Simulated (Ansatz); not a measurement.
Predict the output of the script below (Ansatz's Python interface).

`ch4b2s.xyz`
```text
8

B    -0.57900    0.45560   -0.37920
B     0.51730    1.01850    0.76300
S     1.21340   -0.71830    0.85980
C     0.03290   -0.95430   -0.32310
H    -1.49720    1.01430   -1.01110
H     0.76230    2.07010    1.28150
H     0.40400   -1.27650   -1.29470
H    -0.76150   -1.66650    0.04800
```

Script `scan_ch4b2s.py`:
```python
"""Potential curve of CH4B2S along one bond."""

from dataclasses import dataclass

import ansatz as az
import numpy as np


@dataclass(frozen=True)
class RunConfig:
    basis: str = "def2-SVP"
    functional: str = "CAM-B3LYP"


cfg = RunConfig()

ch4b2s = az.Crystal.molecule_from_extxyz("ch4b2s.xyz")

symbols = [site.symbol for site in ch4b2s.cartesian_sites]
start = np.array([site.position_ang for site in ch4b2s.cartesian_sites])
axis = (start[6] - start[3]) / np.linalg.norm(start[6] - start[3])
moving = [6]
lengths, energies = [0.958, 1.002, 1.045, 1.089, 1.132, 1.176, 1.219, 1.285], []
for length in lengths:
    xyz = start.copy()
    xyz[moving] += (length - np.linalg.norm(start[6] - start[3])) * axis
    point = az.Crystal.molecule()
    for symbol, xyz in zip(symbols, xyz):
        point = point.atom(symbol, xyz.tolist())
    calc = (
        point.calculation()
        .basis(gaussian=cfg.basis)
        .functional(cfg.functional)
    )
    r = calc.run(threads=1).report
    energies.append(r["free_energy_ev"])
    print(f"r = {length:6.3f} A  E = {energies[-1]:.5f} eV  <S^2> = {abs(r['mean_field']['state']['spin_squared']):.3f}")

# quartic fit about the minimum
fit = np.polynomial.Polynomial.fit(lengths, np.array(energies) - min(energies), 4).convert()
roots = [r.real for r in fit.deriv().roots() if abs(r.imag) < 1e-9 and fit.deriv(2)(r.real) > 0]
r_e = min(roots, key=lambda r: abs(r - lengths[int(np.argmin(energies))]))
print(f"minimum of the fit at {r_e:.4f} A, force constant {fit.deriv(2)(r_e):.2f} eV/A^2")
```

```console
$ python scan_ch4b2s.py
r =  0.958 A  E = -13281.08323 eV  <S^2> = 0.000
r =  1.002 A  E = -13281.34123 eV  <S^2> = 0.000
r =  1.045 A  E = -13281.48508 eV  <S^2> = 0.000
r =  1.089 A  E = -13281.54545 eV  <S^2> = 0.000
r =  1.132 A  E = -13281.53821 eV  <S^2> = 0.000
r =  1.176 A  E = -13281.47835 eV  <S^2> = 0.000
r =  1.219 A  E = -13281.38050 eV  <S^2> = 0.000
r =  1.285 A  E = -13281.17558 eV  <S^2> = 0.000
minimum of the fit at 1.1045 A, force constant 32.22 eV/A^2
```

Reading the output:
- Total energies depend on the basis set; only differences at equal settings carry meaning.
- The rest of the molecule is held rigid at a force-field or estimated start geometry, and the basis set is modest; single-reference methods fail as a bond breaks.
- The orbitals are restricted, so S² is zero by construction.
- Run time: 15 s on 1 thread of Arm Neoverse V2, on a shared host, peak memory 0.23 GiB.

(Lines on the test bed's own set-up are left out of the output.)
